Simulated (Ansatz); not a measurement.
# BrHNSi− (SMILES [N-]=[SiH]Br): functionals against CCSD(T) at one geometry

The atoms stand at a structure displaced at random from a GFN2-xTB minimum. How far do the functionals agree with CCSD(T) there?

Computed with Ansatz 0.2.0, Gaussian basis. Level: single points in def2-TZVPPD.

Cores are frozen in the correlated methods. Filled d shells of the heavier atoms are correlated. B3LYP uses VWN-RPA correlation.

## 1. Starting geometry

SMILES `[N-]=[SiH]Br`, 4 atoms, charge -1, spin multiplicity 1.

Atoms are counted from 1 here; the program's logs count them from 0.

Bond lengths: N1–Si2 1.586 Å, Si2–H4 1.347 Å. Angles: N1–Si2–H4 162.4°.

Coordinates:

```xyz
4

N     0.24020    1.22510   -1.42890
Si   -0.33310    0.41730   -0.19040
Br    1.06270   -1.75360    0.30000
H    -1.02310    0.08560    0.91830
```

## 2. CCSD(T)/def2-TZVPPD

The input, run/in.yaml:

```yaml
crystal:
  periodic: [false, false, false]
  atoms:
    - {symbol: N, position_ang: [0.240200, 1.225100, -1.428900]}
    - {symbol: Si, position_ang: [-0.333100, 0.417300, -0.190400]}
    - {symbol: Br, position_ang: [1.062700, -1.753600, 0.300000]}
    - {symbol: H, position_ang: [-1.023100, 0.085600, 0.918300]}
basis:
  gaussian: {orbitals: "def2-TZVPPD.json"}
total_charge: -1
correlation: {method: ccsd_t}
output: {forces: true}
```

The basis file named in the input lies beside it (Basis Set Exchange, JSON).

The command line of these runs was not kept.

## 3. PBE0-D4/def2-TZVPPD

Edit run/in.yaml of step 2 so:

```diff
@@ -10,3 +10,3 @@
 total_charge: -1
-correlation: {method: ccsd_t}
-output: {forces: true}
+hamiltonian: {xc: pbe0, dispersion: d4}
+output: {forces: true, orbitals: {seedname: orbitals}}
```

## 4. wB97M-V/def2-TZVPPD

Edit run/in.yaml of step 3 so:

```diff
@@ -10,3 +10,3 @@
 total_charge: -1
-hamiltonian: {xc: pbe0, dispersion: d4}
-output: {forces: true, orbitals: {seedname: orbitals}}
+hamiltonian: {xc: {name: wB97M-V}}
+output: {forces: true}
```

## 5. r2SCAN-D4/def2-TZVPPD

Edit run/in.yaml of step 4 so:

```diff
@@ -10,3 +10,3 @@
 total_charge: -1
-hamiltonian: {xc: {name: wB97M-V}}
+hamiltonian: {xc: r2scan, dispersion: d4}
 output: {forces: true}
```

## 6. PBE-D4/def2-TZVPPD

Edit run/in.yaml of step 5 so:

```diff
@@ -10,3 +10,3 @@
 total_charge: -1
-hamiltonian: {xc: r2scan, dispersion: d4}
+hamiltonian: {xc: pbe, dispersion: d4}
 output: {forces: true}
```

## 7. BLYP-D4/def2-TZVPPD

Edit run/in.yaml of step 6 so:

```diff
@@ -10,3 +10,3 @@
 total_charge: -1
-hamiltonian: {xc: pbe, dispersion: d4}
+hamiltonian: {xc: {name: BLYP}, dispersion: d4}
 output: {forces: true}
```

## 8. B3LYP-D4/def2-TZVPPD

Edit run/in.yaml of step 7 so:

```diff
@@ -10,3 +10,3 @@
 total_charge: -1
-hamiltonian: {xc: {name: BLYP}, dispersion: d4}
+hamiltonian: {xc: {name: B3LYP}, dispersion: d4}
 output: {forces: true}
```

(Steps that only read results are left out.)

Q: Predict the outcome of this session. Wanted: RMS force component; RMS force error; HOMO and LUMO, PBE0-D4; T1 diagnostic.

As calculated:

```
              quantity                                                                                            value
   RMS force component                                                             1.508 to 1.746 eV/Å over the methods
       RMS force error  PBE0-D4 0.462, wB97M-V 0.566, r2SCAN-D4 0.307, PBE-D4 0.144, BLYP-D4 0.138, B3LYP-D4 0.393 eV/Å
HOMO and LUMO, PBE0-D4                                                                                -1.49 and 3.12 eV
         T1 diagnostic                                                                                            0.020
```

**Reading.** The forces of BLYP-D4 come nearest to CCSD(T), those of wB97M-V are farthest. Frozen-core CCSD(T) forces in triple zeta carry basis errors of their own, and this is one geometry, so small gaps rank nothing. The restricted Hartree–Fock reference is unstable towards an unrestricted one at one or more of these structures.
